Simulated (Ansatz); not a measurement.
**TiH₄S₄: a ladder of functionals and wavefunction methods**

An exercise on one series of results from a longer session: the logs are not shown, and one member is left open.

Method: functionals in def2-TZVPP, the program's frozen cores in correlated methods; program: Ansatz 0.2.0, Gaussian basis.

The runs, in order: PBE-D4, r2SCAN-D4, PBE0-D4, B3LYP-D4, ωB97X-V, ωB97M-V, B2PLYP; CCSD(T)/def2-TZVPP; MP2/def2-QZVPP; extrapolation to the limit.

**The relaxed structure**

An earlier PBE0-D4 in a triple-zeta def2 set relaxation fixed the geometry.

SMILES `[SH][Ti]([SH])([SH])[SH]`, 9 atoms, charge 0, spin multiplicity 1.

Atoms are counted from 1 here; the program's logs count them from 0.

Bond lengths: S1–Ti2 2.266 Å, S1–H6 1.350 Å, Ti2–S3 2.271 Å, Ti2–S4 2.256 Å, Ti2–S5 2.281 Å, S3–H7 1.349 Å, S4–H8 1.352 Å, S5–H9 1.350 Å. Angles: Ti2–S1–H6 90.0°, S1–Ti2–S3 106.9°, S1–Ti2–S4 107.5°, S1–Ti2–S5 111.1°, S3–Ti2–S4 107.9°, S3–Ti2–S5 114.8°, S4–Ti2–S5 108.3°, Ti2–S3–H7 91.5°, Ti2–S4–H8 87.8°, Ti2–S5–H9 90.2°.

The first run:

in.yaml reads:

```yaml
crystal:
  periodic: [false, false, false]
  atoms:
    - {symbol: S, position_ang: [-1.998031, -0.761281, 0.887018]}
    - {symbol: Ti, position_ang: [-0.042378, -0.246169, -0.136255]}
    - {symbol: S, position_ang: [1.605852, -1.285118, 1.030687]}
    - {symbol: S, position_ang: [-0.100061, -1.144037, -2.205092]}
    - {symbol: S, position_ang: [0.206668, 2.011524, -0.342152]}
    - {symbol: H, position_ang: [-2.609831, 0.239504, 0.219473]}
    - {symbol: H, position_ang: [1.646754, -0.284460, 1.934362]}
    - {symbol: H, position_ang: [1.155281, -0.675904, -2.387131]}
    - {symbol: H, position_ang: [0.135747, 2.145932, 0.999090]}
basis:
  gaussian: {orbitals: def2-TZVPP}
hamiltonian: {xc: pbe, dispersion: d4}
output: {forces: true, orbitals: {seedname: orbitals}}
```

Started as:

```sh
$ ansatz run in.yaml --threads 2 --pin off --events-out ev --progress --plain --max-ram 32768MiB --backend cuda --devices 0, --max-vram 18GiB
```

Among the steps run: PBE-D4 (GGA); r2SCAN-D4 (meta-GGA); PBE0-D4 (hybrid); B3LYP-D4 (hybrid); ωB97X-V (range-separated); ωB97M-V (range-separated); B2PLYP (double hybrid).

One table of the session follows, with a row left open; its other results are not shown here.

It belongs to the step «Orbital energies across the functionals». 

| functional | HOMO (eV) | LUMO (eV) | gap (eV) |
| --- | --- | --- | --- |
| PBE-D4 | -6.66 | -3.88 | 2.78 |
| r2SCAN-D4 | -6.95 | -3.82 | 3.12 |
| PBE0-D4 | -7.82 | -2.97 | 4.85 |
| B3LYP-D4 | -7.56 | -3.17 | 4.39 |
| ωB97X-V | ? | ? | ? |
| ωB97M-V | -9.92 | -0.85 | 9.07 |

Estimate the missing values for ωB97X-V.

**Answer.** HOMO (eV): -10.11; LUMO (eV): -0.89; gap (eV): 9.22. In the column «HOMO (eV)» it is the lowest.
